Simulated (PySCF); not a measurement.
Crystal: LiH (HLi), in a box.

```
Li H
1.0
     9.00000    0.00000    0.00000
     0.00000    9.00000    0.00000
     0.00000    0.00000   11.00000
Li H
1 1
Cartesian
  4.5130 4.5210 4.7361
  4.5130 4.5210 6.3319
```

Base run:

| Property | Result |
| --- | --- |
| Program | PySCF 2.14.0 |
| Functional | r2SCANh |
| Potentials or basis | pob-tzvp-rev2 (all-electron) |
| k mesh | 1 × 1 × 1 |
| Occupations | fixed |
| Spin | no spin polarisation |

Its results: gap between the frontier levels 5.86 eV.

Task: After a change of settings the same cell gave: gap between the frontier levels 6.95 eV. Which change was it?
A. functional from r2SCANh to PW91; dispersion from none to D4
B. functional from r2SCANh to HSE03; dispersion from none to D4
C. functional from r2SCANh to BHandHLYP; dispersion from none to D3(BJ)

Result: C.

Caveats: this is a molecule in a periodic box at the Γ point, so its band gap is the HOMO-LUMO gap; the basis of atomic orbitals isn't converged, which shifts pressures, moduli and gaps; this basis is made for solids and lacks diffuse functions, so gaps of a molecule come out too wide by an eV or more.

Not every run made on this cell is shown here.
